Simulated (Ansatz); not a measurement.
## As, space group Pm-3m: a relaxation driven by ASE, step by step

Program: the Ansatz DFT code, driven from Python.

At the Python prompt:
```pycon
>>> from dataclasses import dataclass
>>> import warnings
>>> import ansatz as az
>>> from ase import Atoms
>>> from ase.calculators.calculator import Calculator, all_changes
>>> from ase.filters import FrechetCellFilter
>>> from ase.optimize import BFGS
>>> from ase.units import GPa
>>> import numpy as np
>>> @dataclass
... class Settings:
...     functional: str = "lda"
...     ecut: int = 530
...     kmesh: tuple[int, ...] = (7, 7, 7)
...     smearing: str = "cold"
...     sigma: float = 0.1
...     tolerance: float = 1e-09
...     max_iterations: int = 200
...     extra_bands: int = 16
...
>>> settings = Settings()
>>> class Ansatz(Calculator):
...     implemented_properties = ["energy", "free_energy", "forces", "stress"]
...     def calculate(self, atoms=None, properties=("energy",), system_changes=all_changes):
...         super().calculate(atoms, properties, system_changes)
...         bare = self.atoms.copy()
...         bare.set_constraint()
...         bare.set_momenta(None)
...         job = (
...             az.Crystal.from_ase(bare).calculation()
...             .functional(settings.functional)
...             .pseudopotentials("paw")
...             .basis(settings.ecut, density_ratio=8)
...             .kpoints(*settings.kmesh)
...             .occupations(settings.smearing, width=settings.sigma)
...             .mixing("broyden")
...             .scf(tolerance=settings.tolerance, max_iterations=settings.max_iterations, extra_bands=settings.extra_bands)
...             .forces()
...             .stress()
...         )
...         report = job.run(threads=1).report
...         self.results["free_energy"] = report["lagrangian_ev"]
...         self.results["energy"] = report.get("lagrangian_sigma0_ev", report["lagrangian_ev"])
...         self.results["forces"] = np.array(report["forces_ev_ang"])
...         s = -np.array(report["stress_gpa"]) * GPa  # ASE counts tension as positive
...         self.results["stress"] = s[[0, 1, 2, 1, 0, 0], [0, 1, 2, 2, 2, 1]]
...
>>> warnings.simplefilter("ignore")
>>> atoms = Atoms(
...     ["As"],
...     cell=[(2.70368174, 0.0, 0.0), (0.0, 2.70368174, 0.0), (0.0, 0.0, 2.70368174)],
...     scaled_positions=[
...         (0.5, 0.5, 0.5),
...     ],
...     pbc=True,
... )
>>> atoms.calc = Ansatz()
>>> before = atoms.get_potential_energy(), atoms.get_volume()
>>> target = FrechetCellFilter(atoms)
>>> optimiser = BFGS(target, logfile=None)
>>> def tell():
...     fmax = np.linalg.norm(target.get_forces(), axis=1).max()
...     print(f"step {optimiser.nsteps:2d}  E = {atoms.get_potential_energy():.5f} eV  fmax = {fmax:.4f}  V = {atoms.get_volume():.3f} A^3")
...
>>> optimiser.attach(tell)
>>> met = optimiser.run(fmax=0.02, steps=15)
step  0  E = -4773.62725 eV  fmax = 0.3575  V = 19.764 A^3
step  1  E = -4773.63149 eV  fmax = 0.1909  V = 19.463 A^3
step  2  E = -4773.63310 eV  fmax = 0.0103  V = 19.124 A^3
>>> print("threshold met:", bool(met), " energy gained:", round(before[0] - atoms.get_potential_energy(), 5), "eV")
threshold met: True  energy gained: 0.00585 eV
>>> print("cell lengths and angles:", np.round(atoms.cell.cellpar(), 3))
cell lengths and angles: [ 2.674  2.674  2.674 90.    90.    90.   ]
>>> np.round(atoms.get_scaled_positions(), 4)
array([[0.5, 0.5, 0.5]])
```

What to keep in mind:
- The settings weren't tested for convergence.
- The mesh is modest for a metal, so energies can be off by several to tens of meV an atom and pressures by half a GPa or more; differences at equal mesh fare better.
- This isn't the structure that As takes at ambient conditions.
- The script silences warnings, which a real study should read.
- It ran for 3.1 s on 1 thread of Arm Neoverse V1, on a shared host, peak memory 0.39 GiB.
